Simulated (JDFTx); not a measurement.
Crystal: HfB.

```
Hf B
1.0
     0.00000    2.31000    2.31000
     2.31000    0.00000    2.31000
     2.31000    2.31000    0.00000
Hf B
1 1
Direct
  0.50000 0.50000 0.50000
  0.00000 0.00000 0.00000
```

Program: JDFTx 1.7.0 (patched build). Alike in all runs: level PBE; cell as given; k mesh 10 × 10 × 10; cutoff (eV) 1034; smearing fermi-dirac 0.05 eV. Hardware: 1 thread of Intel(R) Xeon(R) 6975P-C (Granite Rapids) (shared host).

Question: Order these runs on this cell by their wall time, lowest first.
A. task single point; potentials or basis PseudoDojo-SR-PBE-0.4.1-standard with smoothed tails; spin off; max SCF steps 100; SCF threshold on the energy 1e-09 Ha; solver of the electrons scf; further solve for the empty bands yes
B. task band structure; potentials or basis PseudoDojo-SR-PBE-0.4.1-standard with smoothed tails; spin off; band ratio of the Davidson solver 1.3; max SCF steps 30; SCF threshold on the energy 1e-06 Ha; solver of the electrons minimize; further solve for the empty bands no
C. task single point; potentials or basis PseudoDojo-FR-PBE-0.4-standard with smoothed tails; spin SOC, no magnetisation; max SCF steps 100; SCF threshold on the energy 1e-08 Ha; solver of the electrons scf; further solve for the empty bands yes

Answer: B (9.4 s), A (32 s), C (89 s).
